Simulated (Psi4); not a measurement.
# PBE0/6-31G(d) (spherical functions) run of AlSiNH6O (SMILES O[SiH2][NH][AlH2])

Aim: the vertical singlet–triplet gap of AlSiNH6O at PBE0/6-31G* (spherical functions), from 2 runs. 

The calculation is run with Psi4 1.11.

4 further runs of the same task are left out: 3 that didn't finish, 1 set aside as unsound or not needed.

## (1) The molecule

AlSiNH6O: 10 atoms, total charge 0, spin state singlet. As SMILES, `O[SiH2][NH][AlH2]`. The shape is that of a PBE0-D4/def2-TZVP optimisation. This is one conformer, not always the lowest.

Bond lengths: O1–Si2 1.650 Å, Si2–N3 1.711 Å, N3–Al4 1.785 Å, O1–H5 0.958 Å, Si2–H6 1.486 Å, Si2–H7 1.491 Å, N3–H8 1.013 Å, Al4–H9 1.580 Å, Al4–H10 1.583 Å. Some angles: O1–Si2–N3 109.6°, Si2–N3–Al4 128.8°, O1–Si2–H6 111.3°, O1–Si2–H7 107.7°, N3–Si2–H6 106.5°, N3–Si2–H7 112.1°, Si2–O1–H5 117.1°, Si2–N3–H8 114.7°, Al4–N3–H8 116.5°, N3–Al4–H9 118.3°.

## (2) The energy at PBE0/6-31G(d) (spherical functions)

alh6nosi.xyz

```xyz
10
AlH6NOSi
O     -1.817400    -0.693800    -1.056500
Si    -0.576600     0.373900    -0.851600
N      0.693300    -0.382300     0.009600
Al     1.233300    -0.094800     1.686300
H     -2.399800    -0.547900    -1.803100
H     -1.000200     1.543800    -0.039500
H     -0.142800     0.831300    -2.203200
H      1.159400    -1.127800    -0.493000
H      0.508400     1.030600     2.525200
H      2.425400    -0.984200     2.228700
```

run.py

```python
import psi4

psi4.set_memory(2200000000)
psi4.set_num_threads(1)
psi4.set_output_file('run.log', False)

with open('alh6nosi.xyz') as f:
    atoms = ''.join(f.readlines()[2:])
molecule = psi4.geometry('0 1\n' + atoms + 'symmetry c1')

options = {'basis': '6-31G*', 'puream': True, 'e_convergence': 1e-09, 'd_convergence': 1e-08, 'scf_type': 'pk', 'dft_radial_points': 99, 'dft_spherical_points': 590}
psi4.set_options(options)

result, w = psi4.energy("pbe0", molecule=molecule, return_wfn=True)
psi4.oeprop(w, "MULLIKEN_CHARGES", "DIPOLE", "LOWDIN_CHARGES")
print(f'pbe0 energy: {result:.10f} Eh')
```

Launch:

```bash
$ python run.py
```

run.log (excerpt; [...] marks lines left out):

```text
[...]
  Running in c1 symmetry.
[...]
  Nuclear repulsion =  207.762866418243391
[...]
  Multiplicity = 1
[...]
  Nalpha       = 24
  Nbeta        = 24
[...]
    Number of basis functions: 76
[...]
   @RKS iter   1:  -664.76940727078488   -3.49099e-01   1.24489e-02 DIIS/ADIIS
[...]
   @RKS iter  12:  -665.15539098890520    1.13687e-13   1.81067e-09 DIIS
[...]
    Orbital Energies [Eh]
    ---------------------
    Doubly Occupied:
       1A    -66.264684     2A    -56.144755     3A    -19.210675
       4A    -14.369178     5A     -5.342937     6A     -4.174881
       7A     -3.677480     8A     -3.676591     9A     -3.675716
      10A     -2.708331    11A     -2.701970    12A     -2.700997
      13A     -1.024163    14A     -0.849889    15A     -0.571330
      16A     -0.495813    17A     -0.466536    18A     -0.421974
      19A     -0.378872    20A     -0.360918    21A     -0.337731
      22A     -0.312480    23A     -0.307193    24A     -0.286828
[...]
  @RKS Final Energy:  -665.15539098890520
   => Energetics <=
    Nuclear Repulsion Energy =            207.7628664182433909
    One-Electron Energy =               -1334.2701959754581367
    Two-Electron Energy =                 504.5151814654474265
    DFT Exchange-Correlation Energy =     -43.1632428971379341
    Empirical Dispersion Energy =           0.0000000000000000
    VV10 Nonlocal Energy =                  0.0000000000000000
    Total Energy =                       -665.1553909889051965
[...]
 Multipole Moments:
 ------------------------------------------------------------------------------------
     Multipole            Electronic (a.u.)      Nuclear  (a.u.)        Total (a.u.)
 ------------------------------------------------------------------------------------
 L = 1.  Multiply by 2.5417464519 to convert [e a0] to [Debye]
 Dipole X            :          0.5761582           -0.5649356            0.0112226
 Dipole Y            :         -1.2604740            1.1974702           -0.0630037
 Dipole Z            :          1.0520711           -1.6518771           -0.5998059
 Magnitude           :                                                    0.6032102
[...]
  Mulliken Charges: (a.u.)
   Center  Symbol    Alpha    Beta     Spin     Total
       1     O     4.36782  4.36782  0.00000 -0.73564
       2    SI     6.61270  6.61270  0.00000  0.77460
       3     N     3.93885  3.93885  0.00000 -0.87769
       4    AL     6.27125  6.27125  0.00000  0.45751
       5     H     0.28021  0.28021  0.00000  0.43958
       6     H     0.55668  0.55668  0.00000 -0.11335
       7     H     0.55955  0.55955  0.00000 -0.11910
       8     H     0.31551  0.31551  0.00000  0.36897
       9     H     0.54576  0.54576  0.00000 -0.09153
      10     H     0.55167  0.55167  0.00000 -0.10334
[...]
```

The script printed:

```text
pbe0 energy: -665.1553909889 Eh
```

Wall time 14 s (1 thread of Intel Xeon 6975P-C (Granite Rapids), shared host); peak memory 1.3 GiB.

## (3) The triplet

alh6nosi.xyz is that of step 2.

alh6nosi.py

```python
import psi4

psi4.set_memory(2200000000)
psi4.set_num_threads(1)
psi4.core.set_output_file('alh6nosi.out', False)

with open('alh6nosi.xyz') as f:
    atoms = ''.join(f.readlines()[2:])
geom = psi4.geometry('0 3\n' + atoms + 'symmetry c1')

options = {'basis': '6-31G*', 'reference': 'uks', 'puream': True, 'e_convergence': 1e-09, 'd_convergence': 1e-08, 'scf_type': 'pk', 'dft_radial_points': 99, 'dft_spherical_points': 590, 'maxiter': 100}
psi4.set_options(options)

e = psi4.energy('pbe0', molecule=geom)
print(f'pbe0 energy: {e:.10f} Eh')
```

Launch:

```bash
$ python alh6nosi.py
```

alh6nosi.out (excerpt; [...] marks lines left out):

```text
[...]
  Running in c1 symmetry.
[...]
  Nuclear repulsion =  207.762866418243391
[...]
  Multiplicity = 3
[...]
  Nalpha       = 25
  Nbeta        = 23
[...]
    Number of basis functions: 76
[...]
   @UKS iter   1:  -664.52814983118867   -1.07842e-01   1.27844e-02 DIIS/ADIIS
[...]
   @UKS iter  20:  -664.95794279784582   -2.04636e-12   2.64188e-09 DIIS
[...]
   @S^2 Observed:                2.006061659E+00
[...]
    Orbital Energies [Eh]
    ---------------------
    Alpha Occupied:
       1A    -66.308425     2A    -56.121753     3A    -19.247082
       4A    -14.457281     5A     -5.388136     6A     -4.156032
       7A     -3.722865     8A     -3.721864     9A     -3.720286
      10A     -2.687392    11A     -2.685002    12A     -2.683999
      13A     -1.060054    14A     -0.938620    15A     -0.617461
      16A     -0.551169    17A     -0.517256    18A     -0.470041
      19A     -0.413635    20A     -0.404305    21A     -0.389393
      22A     -0.373454    23A     -0.341890    24A     -0.324887
      25A     -0.104806
    Alpha Virtual:
[...]
  @UKS Final Energy:  -664.95794279784582
   => Energetics <=
    Nuclear Repulsion Energy =            207.7628664182433909
    One-Electron Energy =               -1332.7181071610864365
    Two-Electron Energy =                 503.0927739365558864
    DFT Exchange-Correlation Energy =     -43.0954759915586649
    Empirical Dispersion Energy =           0.0000000000000000
    VV10 Nonlocal Energy =                  0.0000000000000000
    Total Energy =                       -664.9579427978458170
[...]
 Multipole Moments:
 ------------------------------------------------------------------------------------
     Multipole            Electronic (a.u.)      Nuclear  (a.u.)        Total (a.u.)
 ------------------------------------------------------------------------------------
 L = 1.  Multiply by 2.5417464519 to convert [e a0] to [Debye]
 Dipole X            :         -0.1312139           -0.5649356           -0.6961495
 Dipole Y            :         -1.3051407            1.1974702           -0.1076705
 Dipole Z            :         -0.4692602           -1.6518771           -2.1211373
 Magnitude           :                                                    2.2350482
[...]
```

On the terminal:

```text
pbe0 energy: -664.9579427978 Eh
```

Run time: 29 s. Hardware: 1 thread of Intel Xeon 6975P-C (Granite Rapids), shared host; peak memory 1.3 GiB.

## (4) Results

Level: PBE0/6-31G* (spherical functions).

| quantity | value |
| --- | --- |
| singlet: total energy | -665.15539 Eh |
| singlet: dipole moment | 1.53 D |
| singlet: HOMO energy | -7.80 eV |
| singlet: LUMO energy | -0.78 eV |
| singlet: HOMO–LUMO gap | 7.03 eV |
| triplet: total energy | -664.95794 Eh |
| triplet: dipole moment | 5.68 D |
| triplet: HOMO energy (highest over α and β) | -2.85 eV |
| triplet: ⟨S²⟩ | 2.006 |
| vertical energy of the triplet above the singlet | 5.373 eV |

What this shows: At this shape the triplet lies 5.37 eV (518 kJ/mol) above the singlet.
